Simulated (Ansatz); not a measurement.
# Al2P3: the cost of one run

Program: Ansatz 0.2.0. Level of theory: DFT PBE, scalar-relativistic, plane waves, PAW. These are calculated values, not measurements.

### Step 1. The starting structure

Symmetry: P4/mbm, No. 127, tetragonal system. The conventional cell has a = 7.445 Å, b = 7.445 Å, c = 3.740 Å, α = 90.00°, β = 90.00°, γ = 90.00°. Al (site symmetry m2m) has 1 Al at 2.53 Å and 8 P at 2.82 to 2.97 Å in its first shell of neighbours. P (site symmetry 4/m) is surrounded by 4 Al at 2.97 Å. P (site symmetry m2m) is surrounded by 6 Al at 2.82 to 2.95 Å.

Coordinates:

```
CELL_PARAMETERS angstrom
7.44525 0.00000 0.00000
0.00000 7.44525 0.00000
0.00000 0.00000 3.74036
ATOMIC_POSITIONS crystal
Al 0.88000 0.38000 0.00000
Al 0.62000 0.88000 0.00000
Al 0.12000 0.62000 0.00000
Al 0.38000 0.12000 0.00000
P 0.50000 0.50000 0.00000
P 0.00000 0.00000 0.00000
P 0.68000 0.18000 0.50000
P 0.82000 0.68000 0.50000
P 0.32000 0.82000 0.50000
P 0.18000 0.32000 0.50000
```

The cell is invented: species swapped into a database cell of Zr3Ga2 (P4/mbm, No. 127), with P on the Zr sites and Al on the Ga sites. The dimensions are guesses.

### Step 2. The guess as it stands, on a coarse mesh

input.yaml reads:

```yaml
crystal:
  lattice:
    - [7.44525333, 0.0, 0.0]
    - [0.0, 7.44525333, 0.0]
    - [0.0, 0.0, 3.74035579]
  atoms:
    - { symbol: Al, position: [0.88, 0.38, 0.0] }
    - { symbol: Al, position: [0.62, 0.88, 0.0] }
    - { symbol: Al, position: [0.12, 0.62, 0.0] }
    - { symbol: Al, position: [0.38, 0.12, 0.0] }
    - { symbol: P, position: [0.5, 0.5, 0.0] }
    - { symbol: P, position: [0.0, 0.0, 0.0] }
    - { symbol: P, position: [0.68000001, 0.18000001, 0.5] }
    - { symbol: P, position: [0.81999999, 0.68000001, 0.5] }
    - { symbol: P, position: [0.31999999, 0.81999999, 0.5] }
    - { symbol: P, position: [0.18000001, 0.31999999, 0.5] }
basis:
  ecutwfc: 420
kpoints:
  mp_grid: { grid: [4, 4, 4] }
hamiltonian:
  xc: pbe
scf:
  occupations: { method: gaussian, width: 0.1 }
  lower_state_search: "off"
output:
  forces: true
  stress: true
  eigenvalues: true
```

On the command line:

```sh
$ ansatz run input.yaml --threads 1 --pin off --max-ram 2560MiB --backend cpu --events-out ev --progress --plain --runs-dir out
```

What time and memory should one allow on 1 thread of AMD EPYC 9R45 (Zen 5), shared host?

About 3.3 s, with a peak of 0.46 GiB.
